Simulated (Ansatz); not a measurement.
# k/cubic: the band gap up the ladder of functionals

One table from this session's results is given with a row withheld; the runs are named, their logs left out.

The runs shown are made with Ansatz 0.2.0. PAW datasets, plane waves. Values at 0 K without nuclear motion; spin polarisation is off, and the phase may be a hypothetical one.

### The structure to begin with

The cell was relaxed beforehand with r2SCAN.

Space group R-3m (No. 166), trigonal; a = 3.535 Å, c = 18.014 Å in the conventional setting, 10.83 Å³ an atom. Around Sn lie 8 O at 2.18–2.24 Å; around O lie 3 Hf at 2.18 Å and 1 Sn at 2.24 Å; around O lie 3 Sn at 2.18 Å and 1 Hf at 2.24 Å; around Hf lie 8 O at 2.18–2.24 Å.

The structure in full:

```cif
data_structure
_symmetry_space_group_name_H-M 'R-3m:H'
_symmetry_Int_Tables_number 166
_cell_length_a 3.5354
_cell_length_b 3.5354
_cell_length_c 18.0140
_cell_angle_alpha 90.000
_cell_angle_beta 90.000
_cell_angle_gamma 120.000
_cell_volume 194.99
loop_
_atom_site_label
_atom_site_type_symbol
_atom_site_symmetry_multiplicity
_atom_site_Wyckoff_symbol
_atom_site_fract_x
_atom_site_fract_y
_atom_site_fract_z
_atom_site_occupancy
Sn1 Sn 3 a 0.00000 0.00000 0.00000 1
O1 O 6 c 0.33333 0.66667 0.79102 1
O2 O 6 c 0.66667 0.33333 0.70881 1
Hf1 Hf 3 b 0.66667 0.33333 0.83333 1
```

The first run:

File input.yaml:

```yaml
crystal:
  lattice:
    - [1.7677114315, 1.020588669, 6.0046624527]
    - [-1.7677114315, 1.020588669, 6.0046624527]
    - [0.0, -2.0411773434, 6.0046624517]
  atoms:
    - { symbol: Sn, position: [0.0, 0.0, 0.0] }
    - { symbol: O, position: [0.1243544924, 0.1243544924, 0.1243544924] }
    - { symbol: O, position: [0.375478955, 0.375478955, 0.375478955] }
    - { symbol: Hf, position: [0.5, 0.5, 0.5] }
    - { symbol: O, position: [0.624521045, 0.624521045, 0.624521045] }
    - { symbol: O, position: [0.8756455076, 0.8756455076, 0.8756455076] }
kpoints:
  mp_grid: { grid: [8, 8, 8] }
  band_path:
    path:
      - [[0.0, 0.0, 0.0], [0.5, 0.5, 0.5], [0.8140743645448, 0.1859256354552, 0.5]]
      - [[0.5, -0.1859256354552, 0.1859256354552], [0.5, 4.285289549322e-17, 1.537091122785e-16], [0.0, 0.0, 0.0], [0.3429628177276, -0.3429628177276, -2.757541614515e-17]]
      - [[0.6570371822724, 6.587958573703e-17, 0.3429628177276], [0.5, -2.398544675451e-18, 0.5], [0.0, 0.0, 0.0]]
    npoints: 10
hamiltonian:
  xc: pbe
scf:
  occupations: { method: fermi_dirac, width: 0.02 }
  n_extra_bands: 5
output:
  forces: true
  stress: true
  eigenvalues: true
```

The run is started by

```sh
> ansatz run input.yaml --threads 2 --pin off --max-ram 29491MiB --backend cpu --events-out ev --progress --plain --runs-dir out
```

Steps of the session up to this table: Band structure with PBE; r2SCAN at the same geometry; HSE06 at the same geometry; PBE+SOC; PBE0.

One table of the session follows, with a row left open; its other results are not shown here.

```
  level  gap (eV)
    PBE      2.40
 r2SCAN      2.92
  HSE06         ?
PBE+SOC      2.40
   PBE0      4.56
```

**Question.** Estimate the row for HSE06.

The run gave: gap (eV): 3.84. In the column «gap (eV)» it lies between r2SCAN (2.92) and PBE0 (4.56).

Meshes: PBE 8×8×8, r2SCAN 8×8×8, HSE06 6×6×6, PBE+SOC 8×8×8, PBE0 6×6×6

Against HSE06, PBE is short by 1.44 eV, at 62 % of it, and r2SCAN 76 %. PBE0 lies 0.73 eV above HSE06, which differs from it by screening the long-range exchange.

Caveats from the session: Warnings in the runs' records: stress scf threshold loose, stress exchange threshold loose.
